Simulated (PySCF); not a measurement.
# H3Si···HF···H3Ge: magnetic exchange

Aim: compute the magnetic exchange of H3Si···HF···H3Ge.

Programs: PySCF 2.14.0, with routines of our own; each step states its level. All values are computed. Atoms count from 0.

### Step 1. The starting structure

10 atoms, charge 0, high-spin multiplicity 3; geometry from: GFN2-xTB fragments, placed rigidly.

The system (radical pair across a spacer): H3Si···HF···H3Ge. The radical centres are 5.35 Å apart, edge to face; the spin sites are atoms 0, 1, 2, 3 (1 unpaired) and atoms 4, 5, 6, 7 (1 unpaired).

### Step 2. Magnetic exchange: CASSCF and SC-NEVPT2/def2-SVP (2,2)

What the job is given:

```
{"job": {"kind": "cas", "basis": "def2-SVP", "active": "magnetic", "zfs": true}, "charge": 0, "high_spin_multiplicity": 3, "spin_sites": [[[0, 1, 2, 3], 1], [[4, 5, 6, 7], 1]]}
Si    -0.200800    -0.000200    -2.564500
H      0.985800    -0.768700    -2.882100
H     -1.460900    -0.641500    -2.882100
H     -0.127200     1.411800    -2.882000
Ge    -0.200800    -0.000200     2.783000
H      0.468500    -1.378400     2.618100
H      0.468500     0.546000     4.058900
H      0.468500     0.831500     1.671700
F      0.265400    -0.000200     0.039500
H     -0.667000    -0.000200     0.039500
```

Level: CASSCF and SC-NEVPT2/def2-SVP spin states, gas phase.

Started as:

```console
$ OMP_NUM_THREADS=1 python exch_run.py task.json out
```

One launch serves the whole session: the jobs run in the order shown.

Log:

```text
start orbitals: natural orbitals of the high-spin HF determinant (converged)
active space: 2 electrons in 2 orbitals, 30 closed; orbitals optimised for multiplicities 3 1
macro   0  E = -2467.2159105173  dE =  0.000e+00  |g| = 1.265e-02
macro   1  E = -2467.2159764330  dE = -6.592e-05  |g| = 5.645e-03
macro   2  E = -2467.2159988206  dE = -2.239e-05  |g| = 2.764e-03
macro   3  E = -2467.2160012312  dE = -2.411e-06  |g| = 1.492e-03
macro   4  E = -2467.2160018902  dE = -6.590e-07  |g| = 8.222e-04
macro   5  E = -2467.2160019463  dE = -5.615e-08  |g| = 2.804e-04
CASSCF converged, mean energy = -2467.2160019463
2S+1 = 3  root 0  E(CAS) = -2467.21606345  E(NEVPT2) = -2467.75197369  occupations 1.000 1.000
2S+1 = 1  root 0  E(CAS) = -2467.21594044  E(NEVPT2) = -2467.75185599  occupations 1.008 0.992
2S+1 = 1  root 1  E(CAS) = -2466.99612208  E(NEVPT2) = -2467.62391407  occupations 2.000 0.000
2S+1 = 1  root 2  E(CAS) = -2466.86950947  E(NEVPT2) = -2467.51154397  occupations 2.000 0.000
D(spin-spin) = -0.0229 cm-1, E/D = 0.033
D(spin-orbit) = 0.0110 cm-1, D(total) = -0.0244 cm-1, E/D = 0.195
```

Wall time 4 s (1 thread of Arm Neoverse V1, shared host); peak memory 0.26 GiB.

In short:

```tsv
quantity	value
J (CASSCF)	14 cm⁻¹
J (NEVPT2)	13 cm⁻¹
low less high spin (NEVPT2)	0.1 kcal/mol
diradical index y0	0.99
zero-field D	-0.024 cm⁻¹
```

Mulliken spin populations of the high-spin state:

```tsv
atom	value (e)
Si0	0.94
H1	0.01
H2	0.02
H3	0.01
Ge4	0.92
H5	0.03
H6	0.02
H7	0.03
F8	0.01
H9	0.01
```

The fields below are evaluated on a grid from the run's orbitals.

The spin density lies nearest to Ge4 36 %; Si0 26 %; H2, H3, H9 about 6 % each.

### Step 3. Magnetic exchange: HF/def2-SVP

Settings changed since step 2:

```diff
@@ -1,2 +1,2 @@
-{"job": {"kind": "cas", "basis": "def2-SVP", "active": "magnetic", "zfs": true}, "charge": 0, "high_spin_multiplicity": 3, "spin_sites": [[[0, 1, 2, 3], 1], [[4, 5, 6, 7], 1]]}
+{"job": {"kind": "bs", "xc": "HF", "basis": "def2-SVP", "rks": true}, "charge": 0, "high_spin_multiplicity": 3, "spin_sites": [[[0, 1, 2, 3], 1], [[4, 5, 6, 7], 1]]}
 Si    -0.200800    -0.000200    -2.564500
```

With the program's defaults for keys left out, this is: HF/def2-SVP high-spin, broken-symmetry and restricted single points, gas phase.

Log:

```text
high-spin state, multiplicity 3
final grid: 74176 points
cycle   1  E = -2467.1484987096  dE = -1.185e+00  |g| = 3.390e-01  |ddm| = 1.891e+00
cycle   2  E = -2467.2068276773  dE = -5.833e-02  |g| = 1.680e-01  |ddm| = 4.209e-01
cycle   3  E = -2467.2175848465  dE = -1.076e-02  |g| = 4.240e-02  |ddm| = 1.408e-01
cycle   4  E = -2467.2195574786  dE = -1.973e-03  |g| = 1.210e-02  |ddm| = 7.945e-02
cycle   5  E = -2467.2198447387  dE = -2.873e-04  |g| = 4.752e-03  |ddm| = 3.549e-02
cycle   6  E = -2467.2199019046  dE = -5.717e-05  |g| = 1.751e-03  |ddm| = 1.877e-02
cycle   7  E = -2467.2199090770  dE = -7.172e-06  |g| = 8.791e-04  |ddm| = 6.123e-03
cycle   8  E = -2467.2199106327  dE = -1.556e-06  |g| = 3.899e-04  |ddm| = 2.681e-03
cycle   9  E = -2467.2199110768  dE = -4.441e-07  |g| = 1.586e-04  |ddm| = 1.704e-03
cycle  10  E = -2467.2199111599  dE = -8.306e-08  |g| = 5.726e-05  |ddm| = 8.543e-04
cycle  11  E = -2467.2199111704  dE = -1.055e-08  |g| = 1.602e-05  |ddm| = 3.210e-04
cycle  12  E = -2467.2199111711  dE = -6.839e-10  |g| = 6.606e-06  |ddm| = 5.971e-05
converged SCF energy = -2467.2199111711

broken-symmetry state, M_S = 0, start: spins of the second site flipped
final grid: 74176 points
cycle   1  E = -2467.2192259892  dE = -3.321e-03  |g| = 1.988e-02  |ddm| = 7.972e-02
cycle   2  E = -2467.2196624531  dE = -4.365e-04  |g| = 8.781e-03  |ddm| = 2.909e-02
cycle   3  E = -2467.2197902618  dE = -1.278e-04  |g| = 3.027e-03  |ddm| = 2.280e-02
cycle   4  E = -2467.2198121514  dE = -2.189e-05  |g| = 1.193e-03  |ddm| = 1.183e-02
cycle   5  E = -2467.2198143616  dE = -2.210e-06  |g| = 4.543e-04  |ddm| = 3.365e-03
cycle   6  E = -2467.2198149554  dE = -5.938e-07  |g| = 1.282e-04  |ddm| = 2.470e-03
cycle   7  E = -2467.2198150051  dE = -4.970e-08  |g| = 4.051e-05  |ddm| = 8.264e-04
cycle   8  E = -2467.2198150090  dE = -3.926e-09  |g| = 1.926e-05  |ddm| = 1.848e-04
converged SCF energy = -2467.2198150090

<S^2> high spin = 2.0118, broken symmetry = 1.0117
E(HS) - E(BS) = -21.11 cm-1
J_noodleman = 21.11 cm-1
J_unprojected = 10.55 cm-1
J_yamaguchi = 21.10 cm-1

restricted closed-shell singlet
final grid: 74176 points
cycle   1  E = -2466.7273641506  dE =  2.705e-01  |g| = 7.441e-01  |ddm| = 2.486e+00
cycle   2  E = -2466.8157058371  dE = -8.834e-02  |g| = 8.585e-01  |ddm| = 2.753e+00
cycle   3  E = -2467.0181284892  dE = -2.024e-01  |g| = 3.501e-01  |ddm| = 8.745e-01
cycle   4  E = -2467.0629214499  dE = -4.479e-02  |g| = 1.951e-01  |ddm| = 4.456e-01
cycle   5  E = -2467.0969308773  dE = -3.401e-02  |g| = 4.219e-02  |ddm| = 7.632e-01
cycle   6  E = -2467.0983594530  dE = -1.429e-03  |g| = 8.315e-02  |ddm| = 3.665e-01
cycle   7  E = -2467.0997788962  dE = -1.419e-03  |g| = 6.062e-02  |ddm| = 5.315e-02
cycle   8  E = -2467.1014652641  dE = -1.686e-03  |g| = 4.036e-03  |ddm| = 1.712e-01
cycle   9  E = -2467.1014741456  dE = -8.881e-06  |g| = 1.814e-03  |ddm| = 1.681e-02
cycle  10  E = -2467.1014755008  dE = -1.355e-06  |g| = 4.580e-04  |ddm| = 3.433e-03
cycle  11  E = -2467.1014755781  dE = -7.726e-08  |g| = 2.735e-04  |ddm| = 1.137e-03
cycle  12  E = -2467.1014756063  dE = -2.822e-08  |g| = 7.038e-05  |ddm| = 7.406e-04
cycle  13  E = -2467.1014756097  dE = -3.427e-09  |g| = 1.010e-05  |ddm| = 3.047e-04
converged SCF energy = -2467.1014756097
```

Wall time 2.5 s (1 thread of Arm Neoverse V1, shared host); peak memory 0.26 GiB.

In short:

```tsv
quantity	value
J (Yamaguchi)	21 cm⁻¹
low less high spin, projected	0.1 kcal/mol
closed shell less high spin (no spin gap: the broken-symmetry state lies far lower)	74.3 kcal/mol
```

### Step 4. Magnetic exchange: M06-2X/def2-SVP

Settings changed since step 3:

```diff
@@ -1,2 +1,2 @@
-{"job": {"kind": "bs", "xc": "HF", "basis": "def2-SVP", "rks": true}, "charge": 0, "high_spin_multiplicity": 3, "spin_sites": [[[0, 1, 2, 3], 1], [[4, 5, 6, 7], 1]]}
+{"job": {"kind": "bs", "xc": "M06-2X", "grid": 2, "basis": "def2-SVP", "rks": true}, "charge": 0, "high_spin_multiplicity": 3, "spin_sites": [[[0, 1, 2, 3], 1], [[4, 5, 6, 7], 1]]}
 Si    -0.200800    -0.000200    -2.564500
```

Level: M06-2X/def2-SVP high-spin, broken-symmetry and restricted single points, gas phase.

Log:

```text
high-spin state, multiplicity 3
final grid: 74176 points
cycle   1  E = -2469.8814419585  dE = -9.926e-03  |g| = 3.740e-02  |ddm| = 2.338e-01
cycle   2  E = -2469.8819798805  dE = -5.379e-04  |g| = 2.603e-02  |ddm| = 5.780e-02
cycle   3  E = -2469.8821602226  dE = -1.803e-04  |g| = 5.169e-03  |ddm| = 1.847e-02
cycle   4  E = -2469.8821788856  dE = -1.866e-05  |g| = 2.118e-03  |ddm| = 9.872e-03
cycle   5  E = -2469.8821820903  dE = -3.205e-06  |g| = 6.456e-04  |ddm| = 4.160e-03
cycle   6  E = -2469.8821825076  dE = -4.173e-07  |g| = 2.374e-04  |ddm| = 1.686e-03
cycle   7  E = -2469.8821825934  dE = -8.582e-08  |g| = 5.780e-05  |ddm| = 8.584e-04
cycle   8  E = -2469.8821826011  dE = -7.706e-09  |g| = 1.700e-05  |ddm| = 2.461e-04
converged SCF energy = -2469.8821826011

broken-symmetry state, M_S = 0, start: spins of the second site flipped
final grid: 74176 points
cycle   1  E = -2469.8820329817  dE = -1.733e-03  |g| = 9.141e-03  |ddm| = 6.735e-02
cycle   2  E = -2469.8821545568  dE = -1.216e-04  |g| = 3.339e-03  |ddm| = 1.867e-02
cycle   3  E = -2469.8821769546  dE = -2.240e-05  |g| = 1.071e-03  |ddm| = 1.065e-02
cycle   4  E = -2469.8821783941  dE = -1.439e-06  |g| = 7.593e-04  |ddm| = 2.562e-03
cycle   5  E = -2469.8821788196  dE = -4.255e-07  |g| = 1.270e-04  |ddm| = 1.389e-03
cycle   6  E = -2469.8821788440  dE = -2.443e-08  |g| = 4.814e-05  |ddm| = 3.262e-04
cycle   7  E = -2469.8821788497  dE = -5.697e-09  |g| = 2.026e-05  |ddm| = 1.948e-04
converged SCF energy = -2469.8821788497

<S^2> high spin = 2.0062, broken symmetry = 1.0060
E(HS) - E(BS) = -0.82 cm-1
J_noodleman = 0.82 cm-1
J_unprojected = 0.41 cm-1
J_yamaguchi = 0.82 cm-1

restricted closed-shell singlet
final grid: 74176 points
cycle   1  E = -2469.3079517439  dE =  3.662e-01  |g| = 8.868e-01  |ddm| = 2.560e+00
cycle   2  E = -2469.1960442858  dE =  1.119e-01  |g| = 1.225e+00  |ddm| = 3.304e+00
cycle   3  E = -2469.6575836447  dE = -4.615e-01  |g| = 4.339e-01  |ddm| = 1.444e+00
cycle   4  E = -2469.5363288344  dE =  1.213e-01  |g| = 4.874e-01  |ddm| = 2.360e+00
cycle   5  E = -2469.6972085894  dE = -1.609e-01  |g| = 3.443e-01  |ddm| = 2.304e+00
cycle   6  E = -2469.7699778637  dE = -7.277e-02  |g| = 2.095e-01  |ddm| = 6.680e-01
cycle   7  E = -2469.7723767563  dE = -2.399e-03  |g| = 2.196e-01  |ddm| = 9.619e-02
cycle   8  E = -2469.7440343408  dE =  2.834e-02  |g| = 2.836e-01  |ddm| = 2.213e-01
cycle   9  E = -2469.8127928944  dE = -6.876e-02  |g| = 7.810e-02  |ddm| = 9.892e-01
cycle  10  E = -2469.8133584590  dE = -5.656e-04  |g| = 6.734e-02  |ddm| = 6.702e-02
cycle  11  E = -2469.8160259264  dE = -2.667e-03  |g| = 1.921e-02  |ddm| = 1.119e-01
cycle  12  E = -2469.8162320390  dE = -2.061e-04  |g| = 4.180e-03  |ddm| = 3.188e-02
cycle  13  E = -2469.8162125922  dE =  1.945e-05  |g| = 6.951e-03  |ddm| = 2.359e-02
cycle  14  E = -2469.8162390761  dE = -2.648e-05  |g| = 2.405e-03  |ddm| = 9.770e-03
cycle  15  E = -2469.8162424616  dE = -3.385e-06  |g| = 4.861e-04  |ddm| = 3.949e-03
cycle  16  E = -2469.8162426059  dE = -1.444e-07  |g| = 3.293e-05  |ddm| = 9.221e-04
cycle  17  E = -2469.8162426066  dE = -7.053e-10  |g| = 1.263e-05  |ddm| = 9.341e-05
converged SCF energy = -2469.8162426066
```

It took 24 s on 1 thread of Arm Neoverse V1, shared host; peak memory 0.45 GiB.

Key values:

```tsv
quantity	value
J (Yamaguchi)	1 cm⁻¹
low less high spin, projected	0.0 kcal/mol
closed shell less high spin (no spin gap: the broken-symmetry state lies far lower)	41.4 kcal/mol
```

### Step 5. The levels compared

J for H = −2J S1·S2; the gap is low spin less high spin (projected; unprojected where the broken-symmetry state collapsed; or NEVPT2):

```tsv
step	level	geometry	J (cm⁻¹)	gap (kcal/mol)	time
2	CASSCF and SC-NEVPT2/def2-SVP (2,2)	one	13	0.1	4 s
3	HF/def2-SVP	one	21	0.1	2.5 s
4	M06-2X/def2-SVP	one	1	0.0	24 s
```

CASSCF times leave out a start SCF that an earlier step had already made.

### Step 6. Outcome

| quantity | value |
| --- | --- |
| J (CASSCF) (step 2, CASSCF and SC-NEVPT2/def2-SVP (2,2)) | 14 cm⁻¹ |
| J (NEVPT2) (step 2, CASSCF and SC-NEVPT2/def2-SVP (2,2)) | 13 cm⁻¹ |
| low less high spin (NEVPT2) (step 2, CASSCF and SC-NEVPT2/def2-SVP (2,2)) | 0.1 kcal/mol |
| diradical index y0 (step 2, CASSCF and SC-NEVPT2/def2-SVP (2,2)) | 0.99 |
| J | 1 (M06-2X/def2-SVP) to 21 cm⁻¹ (HF/def2-SVP) |

In words: The levels with a meaningful J range from no coupling to a ferromagnetic one, from 1 to 21 cm⁻¹.
